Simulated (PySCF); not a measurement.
**CH6NPSi (SMILES C1NP[SiH2]1): PBE0/def2-TZVP**

Aim: the vertical ionisation energy of CH6NPSi at PBE0/def2-TZVP, from 2 runs. The job is set up through a Python script.

The results are computed with PySCF 2.14.0.

## 1. The system as given

CH6NPSi: 10 atoms, total charge 0, spin state singlet. As SMILES, `C1NP[SiH2]1`. The shape is that of a PBE0-D4/def2-TZVP optimisation.

Bond lengths: C1–N2 1.466 Å, N2–P3 1.737 Å, C1–Si4 1.900 Å, P3–Si4 2.263 Å, C1–H5 1.094 Å, C1–H6 1.100 Å, N2–H7 1.012 Å, P3–H8 1.446 Å, Si4–H9 1.486 Å, Si4–H10 1.487 Å. Some angles: C1–N2–P3 108.8°, N2–C1–Si4 91.6°, N2–P3–Si4 73.5°, C1–Si4–P3 77.1°, C1–N2–H7 117.6°, P3–N2–H7 119.0°, N2–C1–H5 113.0°, N2–C1–H6 113.4°, Si4–C1–H5 118.7°, Si4–C1–H6 110.6°.

## 2. A single-point energy at PBE0/def2-TZVP

Input file mol.xyz:

```xyz
10
CH6NPSi
C     -0.518900     0.753700    -0.280300
N      0.388700     0.867200     0.865200
P      0.973900    -0.716000     1.275900
Si     0.382300    -0.797300    -0.907400
H     -0.525900     1.647300    -0.910700
H     -1.554200     0.512400     0.003600
H      0.126500     1.500500     1.609100
H     -0.253100    -1.393600     1.631500
H      1.493100    -0.499900    -1.848100
H     -0.429200    -1.925500    -1.435800
```

Input file job.py:

```python
# C1NP[SiH2]1
from pyscf import gto, dft

mol = gto.M(
    atom='mol.xyz',
    max_memory=1860,
    verbose=3,
    charge=0,
    basis='def2-tzvp',
    spin=0,
)

mf = dft.RKS(mol, xc='pbe0')
mf.conv_tol = 1e-10
mf.grids.level = 4
mf.kernel()
if not mf.converged:
    mf = mf.newton().run(mf.mo_coeff, mf.mo_occ)

etot = mf.e_tot
print('Final energy', etot)
```

On the command line:

```
$ OMP_NUM_THREADS=1 python job.py
```

What it wrote:

```text
converged SCF energy = -726.980339000968
Final energy -726.9803390009678
```

Wall time 38 s (1 thread of Arm Neoverse V2, shared host); peak memory 1.4 GiB.

## 3. The doublet cation, same level

Input file job.py:

```python
from pyscf import gto, dft

molecule = gto.M(
    atom=[
    ('C', (-0.518900, 0.753700, -0.280300)),
    ('N', (0.388700, 0.867200, 0.865200)),
    ('P', (0.973900, -0.716000, 1.275900)),
    ('Si', (0.382300, -0.797300, -0.907400)),
    ('H', (-0.525900, 1.647300, -0.910700)),
    ('H', (-1.554200, 0.512400, 0.003600)),
    ('H', (0.126500, 1.500500, 1.609100)),
    ('H', (-0.253100, -1.393600, 1.631500)),
    ('H', (1.493100, -0.499900, -1.848100)),
    ('H', (-0.429200, -1.925500, -1.435800)),
],
    verbose=3,
    charge=1,
    basis='def2-tzvp',
    max_memory=1860,
    spin=1,
)

myscf = dft.UKS(molecule)
myscf.xc = 'pbe0'
myscf.grids.level = 4
myscf.conv_tol = 1e-10
myscf.kernel()
if not myscf.converged:
    myscf = myscf.newton().run(myscf.mo_coeff, myscf.mo_occ)

energy = myscf.e_tot
print(f'total energy: {energy:.8f} hartree')
```

On the command line:

```
$ OMP_NUM_THREADS=1 python job.py
```

What it wrote:

```text
WARN: HOMO -0.266241994340584 >= LUMO -0.266241994340585

converged SCF energy = -726.661407952008  <S^2> = 0.75968123  2S+1 = 2.0096579
total energy: -726.66140795 hartree
```

Run time: 1.7 min. Hardware: 1 thread of Arm Neoverse V2, shared host; peak memory 1.5 GiB.

## 4. Outcome

Level: PBE0/def2-TZVP.

| quantity | value |
| --- | --- |
| singlet CH6NPSi: total energy | -726.98034 Eh |
| singlet CH6NPSi: dipole moment | 1.70 D |
| singlet CH6NPSi: HOMO energy | -6.67 eV |
| singlet CH6NPSi: LUMO energy | -0.34 eV |
| singlet CH6NPSi: HOMO–LUMO gap | 6.33 eV |
| doublet cation: total energy | -726.66141 Eh |
| doublet cation: HOMO energy (highest over α and β) | -13.04 eV |
| doublet cation: LUMO energy (lowest over α and β) | -10.69 eV |
| doublet cation: ⟨S²⟩ | 0.760 |
| vertical ionisation energy (to the doublet cation) | 8.679 eV |

**Reading.** The vertical ionisation energy comes to 8.68 eV (837 kJ/mol). The negative HOMO energy of the first species, 6.67 eV, lies 2.01 eV below that difference. Mulliken charges (singlet CH6NPSi) run from -0.36 on N2 to +0.21 on H7; they depend strongly on the basis. Mulliken charges (doublet cation) run from -0.28 on C1 to +0.28 on H7.
